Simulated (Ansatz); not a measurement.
# ZrNb2C3: the cost of one run

Program: Ansatz 0.2.0. Level of theory: DFT PBE, scalar-relativistic, plane waves, PAW. These are calculated values, not measurements.

1 further run of the same task is left out (it didn't finish).

## (1) The starting structure

Symmetry: P-3m1, No. 164, trigonal system. Conventional cell: a = 3.221 Å, b = 3.221 Å, c = 7.888 Å, α = 90.00°, β = 90.00°, γ = 120.00°. Around Zr (site symmetry -3m) lie 6 C at 2.32 Å. Nb (site symmetry 3m) is surrounded by 6 C at 2.25 to 2.26 Å. C (site symmetry 3m) is surrounded by 3 Nb at 2.26 Å and 3 Zr at 2.32 Å. C (site symmetry -3m) is surrounded by 6 Nb at 2.25 Å.

Structure file:

```cif
data_structure
_symmetry_space_group_name_H-M 'P-3m1'
_symmetry_Int_Tables_number 164
_cell_length_a 3.2209
_cell_length_b 3.2209
_cell_length_c 7.8877
_cell_angle_alpha 90.000
_cell_angle_beta 90.000
_cell_angle_gamma 120.000
_cell_volume 70.87
loop_
_atom_site_label
_atom_site_type_symbol
_atom_site_symmetry_multiplicity
_atom_site_Wyckoff_symbol
_atom_site_fract_x
_atom_site_fract_y
_atom_site_fract_z
_atom_site_occupancy
Zr1 Zr 1 b 0.00000 0.00000 0.50000 1
Nb1 Nb 2 d 0.33333 0.66667 0.16019 1
C1 C 2 d 0.33333 0.66667 0.67601 1
C2 C 1 a 0.00000 0.00000 0.00000 1
```

It is the end of an earlier relaxation with the same method, from a database cell with other species swapped in; it is a trial structure. At a tolerance of 0.05 Å it has space group P-3m1 (No. 164); it has 11.81 Å³/atom, an uncorrected energy of -0.66 eV/atom over the elements.

## (2) Bands, states and charges

The input, input.yaml:

```yaml
crystal:
  lattice:
    - [3.2209082798, 0.0, 0.0]
    - [-1.6104541399, 2.7893883936, 0.0]
    - [0.0, 0.0, 7.8876653831]
  atoms:
    - { symbol: Zr, position: [0.0, 0.0, 0.5] }
    - { symbol: Nb, position: [0.3333333333, 0.6666666667, 0.1601859382] }
    - { symbol: Nb, position: [0.6666666667, 0.3333333333, 0.8398140618] }
    - { symbol: C, position: [0.3333333333, 0.6666666667, 0.6760139226] }
    - { symbol: C, position: [0.6666666667, 0.3333333333, 0.3239860774] }
    - { symbol: C, position: [0.0, 0.0, 0.0] }
basis:
  ecutwfc: 420
kpoints:
  mp_grid: { grid: [12, 12, 6] }
  band_path:
    path:
      - [[0.0, 0.0, 0.0], [0.5, 0.0, 0.0], [0.33333333, 0.33333333, 0.0], [0.0, 0.0, 0.0], [0.0, 0.0, 0.5], [0.5, 0.0, 0.5], [0.33333333, 0.33333333, 0.5], [0.0, 0.0, 0.5]]
      - [[0.5, 0.0, 0.5], [0.5, 0.0, 0.0]]
      - [[0.33333333, 0.33333333, 0.5], [0.33333333, 0.33333333, 0.0]]
    npoints: 14
hamiltonian:
  xc: pbe
scf:
  occupations: { method: gaussian, width: 0.1 }
  n_extra_bands: 15
output:
  forces: true
  stress: true
  eigenvalues: true
  populations: true
  dos: { projected: true, de: 0.02, nscf_kmesh: { grid: [15, 15, 8] } }
  bader: true
  write_density: true
  write_potential: true
  elf: true
  volumetric_format: npy
```

Launch:

```sh
> ansatz run input.yaml --threads 1 --pin off --max-ram 2560MiB --backend cpu --events-out ev --progress --plain --runs-dir out
```

What time and memory should one allow on 1 thread of Intel Xeon at 2.70GHz, shared host?

About 98 s, with a peak of 0.62 GiB.
